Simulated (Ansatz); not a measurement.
# H on Ni (Nickel) (111)

This session takes Ni (Nickel) and sets out to find where and how strongly H adsorbs.

Computed with Ansatz 0.2.0 (DFT PBE+D3(BJ), scalar-relativistic, plane waves, PAW, unless a step's input says otherwise).

1 further run of the same task is left out (set aside as unsound or not needed).

## 1. Starting point

Symmetry: P-3m1, No. 164, trigonal system. Conventional cell: a = 2.459 Å, b = 2.459 Å, c = 23.024 Å, α = 90.00°, β = 90.00°, γ = 120.00°. Ni (site symmetry 3m) has 9 Ni at 2.46 Å in its first shell of neighbours. Ni (site symmetry 3m) is surrounded by 12 Ni at 2.46 Å.

Structure file:

```cif
data_structure
_symmetry_space_group_name_H-M 'P 1'
_symmetry_Int_Tables_number 1
_cell_length_a 4.9189
_cell_length_b 2.4594
_cell_length_c 23.0244
_cell_angle_alpha 90.000
_cell_angle_beta 90.000
_cell_angle_gamma 120.000
_cell_volume 241.23
loop_
_atom_site_label
_atom_site_type_symbol
_atom_site_fract_x
_atom_site_fract_y
_atom_site_fract_z
_atom_site_occupancy
Ni1 Ni 0.33333 0.33333 0.36917 1
Ni2 Ni 0.83333 0.33333 0.36917 1
Ni3 Ni 0.66667 0.66667 0.45639 1
Ni4 Ni 0.16667 0.66667 0.45639 1
Ni5 Ni 0.00000 0.00000 0.54361 1
Ni6 Ni 0.50000 0.00000 0.54361 1
Ni7 Ni 0.33333 0.33333 0.63083 1
Ni8 Ni 0.83333 0.33333 0.63083 1
```

Miller indices refer to the conventional cell of the relaxed bulk, Fm-3m (No. 225): a = 3.478 Å, b = 3.478 Å, c = 3.478 Å, α = 90.00°, β = 90.00°, γ = 90.00°.

This (111) slab, 6.0 Å thick as cut, with 17 Å of vacuum, in a 2×1 surface cell; its outer planes are Ni (top) and Ni (bottom), was relaxed beforehand with its lower half held: -46718.0155 eV, work function 5.11 eV.

## 2. H at the top (Ni) site

File input.yaml:

```yaml
crystal:
  lattice:
    - [4.9188979676, 0.0, 0.0]
    - [-1.2297244919, 2.1299452993, 0.0]
    - [0.0, 0.0, 25.0243950587]
  atoms:
    - { symbol: Ni, position: [0.3333333333, 0.3333333333, 0.3396685506], spin: 0.77 }
    - { symbol: Ni, position: [0.8333333333, 0.3333333333, 0.3396685506], spin: 0.77 }
    - { symbol: Ni, position: [0.6666666667, 0.6666666667, 0.4199155129], spin: 0.77 }
    - { symbol: Ni, position: [0.1666666667, 0.6666666667, 0.4199155129], spin: 0.77 }
    - { symbol: Ni, position: [0.0, 0.0, 0.5001624752], spin: 0.77 }
    - { symbol: Ni, position: [0.5, 0.0, 0.5001624752], spin: 0.77 }
    - { symbol: Ni, position: [0.3333333333, 0.3333333333, 0.5804094375], spin: 0.77 }
    - { symbol: Ni, position: [0.8333333333, 0.3333333333, 0.5804094375], spin: 0.77 }
    - { symbol: H, position: [0.3333333333, 0.3333333333, 0.6427486068], spin: 1.0 }
basis:
  ecutwfc: 420
kpoints:
  mp_grid: { grid: [7, 13, 1] }
hamiltonian:
  xc: pbe
  dispersion: d3bj
scf:
  occupations: { method: gaussian, width: 0.1 }
output:
  forces: true
  eigenvalues: true
  populations: true
  write_density: true
  write_potential: true
  elf: true
  volumetric_format: npy
magnetization:
  spin_polarized: true
relax:
  adjacent_minimum: "off"
  f_tol: 0.03
  max_steps: 70
  constraints: [{ sites: [0, 1, 2, 3] }]
efield:
  axis: 3
  dipole_correction: true
```

Command:

```sh
> ansatz run input.yaml --threads 4 --pin off --max-ram 10240MiB --backend cpu --events-out ev --progress --plain --runs-dir out
```

The session goes on with these runs: H at the hollow (nearest Ni) site; H put at a bridge (Ni-Ni) site; H at the hollow over Ni site.

Q: Predict the outcome of this session. Wanted: H: lowest end.

**Answer**, as computed:

| quantity | value |
| --- | --- |
| H: lowest end | E_ads -2.90 eV, from the top (Ni) start, 3 bonded, 0.89 Å high |

What this shows: The strongest binding of H is 2.90 eV, a strong chemical bond when counted from the free atom, not from the element's molecule or solid; the ends span 0.01 eV. On the way to the lowest end the anchoring atom slid 1.4 Å from where it was put. A start on a symmetric site keeps its symmetry, so an end may be a saddle point and not a minimum.
